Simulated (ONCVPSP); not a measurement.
# An ONCV potential for thulium, from input to tests

Aim: build the potential from the settings below, then test how well it stands in for the atom: other configurations, scattering, ghost states and the plane-wave cutoff that it needs.

Program: ONCVPSP 4.0.1. Reference atom: PBEsol, fully relativistic, spherical and spin-unpolarised. All values are calculated.

## (1) Settings

The settings as typed:

```
element                 : thulium (Tm, Z = 69)
type                    : optimised norm-conserving Vanderbilt (ONCV)
frozen core             : [Kr] 4d10
valence charge          : 23
reference configuration : 4f13 5s2 5p6 6s1.5 6p0.5
partial waves           : 5s+6s: rc 1.80 bohr, ncon 4, nbas 7, qcut 5.6 1/bohr, 2 projectors; 5p+6p: rc 2.75 bohr, ncon 3, nbas 7, qcut 5.7 1/bohr, 2 projectors; d scattering state at 0.06 Ha: rc 2.45 bohr, ncon 4, nbas 7, qcut 4.1 1/bohr, 2 projectors, debl 1.1 Ha; 4f: rc 1.00 bohr, ncon 3, nbas 7, qcut 18.1 1/bohr, 2 projectors, debl 1.3 Ha
local potential         : polynomial inside 0.95 bohr (lpopt 2, dvloc0 3 Ha)
core correction         : Teter function fitted to the true core (icmod 2), fcfact 0.4
```

An earlier all-electron run gives the scale for the radii.

All-electron outer shells of the reference configuration (PBEsol, scalar-relativistic, ld1.x):

| shell | level (eV) | outermost node (bohr) | outermost maximum (bohr) |
| --- | --- | --- | --- |
| 4d | -172.27 | 0.24 | 0.50 |
| 5s | -54.25 | 0.59 | 1.10 |
| 5p | -27.76 | 0.64 | 1.26 |
| 6s | -4.35 | 1.49 | 3.29 |
| 4f | -3.93 | – | 0.50 |
| 6p | -1.47 | 1.83 | 4.61 |
| 5d | -1.36 | 0.72 | 2.05 |

## (2) The generation run

Tm.dat reads:

```
# ATOM AND REFERENCE CONFIGURATION
# atsym  z   nc   nv     iexc    psfile
  Tm 69.00    9    5  -116133      upf
#
#   n    l    f
    1    0    2.00
    2    0    2.00
    2    1    6.00
    3    0    2.00
    3    1    6.00
    3    2   10.00
    4    0    2.00
    4    1    6.00
    4    2   10.00
    4    3   13.00
    5    0    2.00
    5    1    6.00
    6    0    1.50
    6    1    0.50
#
# PSEUDOPOTENTIAL AND OPTIMIZATION
# lmax
    3
#
#   l,   rc,      ep,       ncon, nbas, qcut
    0    1.80    0.00    4    7    5.60
    1    2.75    0.00    3    7    5.70
    2    2.45    0.06    4    7    4.10
    3    1.00    0.00    3    7   18.10
#
# LOCAL POTENTIAL
# lloc, lpopt,  rc(5),   dvloc0
    4    2    0.95    3.00
#
# VANDERBILT-KLEINMAN-BYLANDER PROJECTORs
# l, nproj, debl
    0    2    3.00
    1    2    0.50
    2    2    1.10
    3    2    1.30
#
# MODEL CORE CHARGE
# icmod, fcfact, rcfact
    2    0.40    0.80
#
# LOG DERIVATIVE ANALYSIS
# epsh1, epsh2, depsh
   -3.00    5.00    0.02
#
# OUTPUT GRID
# rlmax, drl
    6.00    0.01
#
# TEST CONFIGURATIONS
# ncnf
    4
# nvcnf
#   n    l    f
    5
    4    3   13.00
    5    0    2.00
    5    1    6.00
    6    0    2.00
    6    1    0.00
#
    5
    4    3   13.00
    5    0    2.00
    5    1    6.00
    6    0    1.00
    6    1    0.00
#
    5
    4    3   13.00
    5    0    2.00
    5    1    6.00
    6    0    0.00
    6    1    0.00
#
    5
    4    3   13.00
    5    0    2.00
    5    1    6.00
    6    0    1.50
    6    1    0.00
#
```

Command:

```
$ oncvpspr.x < Tm.dat > Tm.out
```

What does the calculation give? Wanted: cutoffs for 1 and 0.1 mHa per electron, occupied waves; bound ghosts; GHOST(+) flags; largest phase difference near zero energy, channels read; rms error of d²Exc/dn², without and with the model core; projector energies reset by the program.

**Answer**, as computed:

```
                                                quantity                        value
  cutoffs for 1 and 0.1 mHa per electron, occupied waves            133 Ha and 149 Ha
                                            bound ghosts                   none found
                                          GHOST(+) flags  s at 143 eV, d5/2 at 162 eV
largest phase difference near zero energy, channels read                    0.000 rad
 rms error of d²Exc/dn², without and with the model core            5.66 and 3.13 mHa
                 projector energies reset by the program           d: 0.050, 1.150 Ha
```

**Reading.** The potential is very hard: the looser tolerance needs 133 Ha. At the looser tolerance the 4f wave is the slowest; 5s needs 14 Ha. It is free of bound ghosts as far as tested. Near zero energy the phases of the channels with partial waves agree within 0.001 rad. The program also flags highly localised states, GHOST(+) (s, d5/2). All of this concerns the isolated atom, not yet a solid.
